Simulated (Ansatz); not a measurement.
# C₂H₃BrOSi: one species, many methods

Aim: compute C₂H₃BrOSi with functionals from several rungs and with coupled cluster, and see how far each lands from CCSD(T) at the basis-set limit for the atomisation energy.

Method: functionals in def2-TZVPP, the program's frozen cores in correlated methods; program: Ansatz 0.2.0, Gaussian basis.

Levels to be run: LDA (SPW92), PBE-D4, revPBE-D4, BLYP-D4, r2SCAN-D4, B97M-V, PBE0-D4, B3LYP-D4, r2SCANh-D4, r2SCAN0-D4, HSE06-D4, BHLYP-D4, CAM-B3LYP-D4, LC-ωPBE, ωB97X-V, ωB97M-V, B2PLYP, PBE-QIDH; CCSD(T)/def2-SVP; CCSD(T)/def2-TZVPP; MP2/def2-QZVPP; extrapolation to the limit; RPA on PBE.

## Step 1: The relaxed structure

All runs share one geometry, relaxed beforehand with PBE0-D4 in a triple-zeta def2 set.

SMILES `C#CO[SiH2]Br`, 8 atoms, charge 0, spin multiplicity 1.

Atoms are counted from 1 here; the program's logs count them from 0.

Bond lengths: C1–C2 1.198 Å, C1–H6 1.062 Å, C2–O3 1.295 Å, O3–Si4 1.676 Å, Si4–Br5 2.192 Å, Si4–H7 1.476 Å, Si4–H8 1.476 Å. Angles: C2–C1–H6 179.2°, C1–C2–O3 179.4°, C2–O3–Si4 119.6°, O3–Si4–Br5 105.5°, O3–Si4–H7 109.0°, O3–Si4–H8 109.0°, Br5–Si4–H7 110.0°, Br5–Si4–H8 110.0°, H7–Si4–H8 113.0°.

## Step 2: LDA

This LDA is Slater exchange with PW92 correlation.

Input file in.yaml:

```yaml
crystal:
  periodic: [false, false, false]
  atoms:
    - {symbol: C, position_ang: [-2.205060, -0.706616, 0.195354]}
    - {symbol: C, position_ang: [-1.274700, 0.019316, -0.013561]}
    - {symbol: O, position_ang: [-0.277122, 0.813216, -0.242017]}
    - {symbol: Si, position_ang: [1.289696, 0.241739, -0.079327]}
    - {symbol: Br, position_ang: [2.585995, 1.940173, -0.567373]}
    - {symbol: H, position_ang: [-3.039528, -1.338627, 0.377250]}
    - {symbol: H, position_ang: [1.507358, -0.173938, 1.319861]}
    - {symbol: H, position_ang: [1.505561, -0.852361, -1.045887]}
basis:
  gaussian: {orbitals: def2-TZVPP}
hamiltonian: {xc: lda}
output: {orbitals: {seedname: orbitals}}
```

After this run come: PBE-D4 (GGA); revPBE-D4 (GGA); BLYP-D4 (GGA); r2SCAN-D4 (meta-GGA); B97M-V (meta-GGA); PBE0-D4 (hybrid); B3LYP-D4 (hybrid); r2SCANh-D4 (hybrid); r2SCAN0-D4 (hybrid); HSE06-D4 (hybrid); BHLYP-D4 (hybrid); CAM-B3LYP-D4 (range-separated); LC-ωPBE (range-separated); ωB97X-V (range-separated); ωB97M-V (range-separated); B2PLYP (double hybrid); PBE-QIDH (double hybrid); CCSD(T) in def2-SVP; CCSD(T) in def2-TZVPP; MP2 in def2-QZVPP; RPA on PBE orbitals.

**Question.** What will the summary of the whole plan be? Wanted: atomisation energy, CCSD(T)/CBS; farthest beyond LDA; mean size of error, GGA; mean size of error, meta-GGA; mean size of error, hybrid; mean size of error, range-separated; mean size of error, double hybrid; gap, smallest and largest; T1 diagnostic.

The runs gave:

```
                               quantity                                                                                                                              value
        atomisation energy, CCSD(T)/CBS                                                                                                                      3071.6 kJ/mol
 functionals within 30.7 kJ/mol (1.0 %)  revPBE-D4, BLYP-D4, r2SCAN-D4, B97M-V, PBE0-D4, B3LYP-D4, r2SCANh-D4, HSE06-D4, CAM-B3LYP-D4, LC-ωPBE, ωB97X-V, ωB97M-V, PBE-QIDH
                    farthest beyond LDA                                                                                                           BHLYP-D4 (-131.4 kJ/mol)
                mean size of error, GGA                                                                                                                        34.5 kJ/mol
           mean size of error, meta-GGA                                                                                                                         7.1 kJ/mol
             mean size of error, hybrid                                                                                                                        40.7 kJ/mol
    mean size of error, range-separated                                                                                                                        11.9 kJ/mol
      mean size of error, double hybrid                                                                                                                        31.6 kJ/mol
              gap, smallest and largest                                                                                          4.90 eV (LDA (SPW92)), 12.19 eV (LC-ωPBE)
                          T1 diagnostic                                                                                                                             0.0108
triples share of the correlation energy                                                                                                                              4.1 %
```

In words: The LDA atomisation energy is off by 484.7 kJ/mol (16 %): it overbinds. PBE-D4 is off by +72.9 kJ/mol. Double hybrids carry the basis error of their MP2 part in triple zeta, and no dispersion term here, so their miss is partly the set-up's. The rungs meta-GGA, range-separated miss on average by less than the doubt on the reference (30.7 kJ/mol), so they tie. Misses under about 30.7 kJ/mol are within the doubt on the reference itself, which lacks core-valence correlation, relativity and higher excitations, and its outer-core shells are covered unevenly. All levels share the lack of spin-orbit coupling, which lowers the free heavy atoms and so the true binding. Hartree-Fock recovers 71 % of the binding; the rest is correlation. CCSD(T) in def2-SVP is off by -212.4 kJ/mol, more than most functionals: a good method in a small basis is no reference. Orbital gaps span 4.9 to 12.2 eV; exact exchange widens them. Correlated methods include outer-core shells of Br, which these sets cover unevenly.
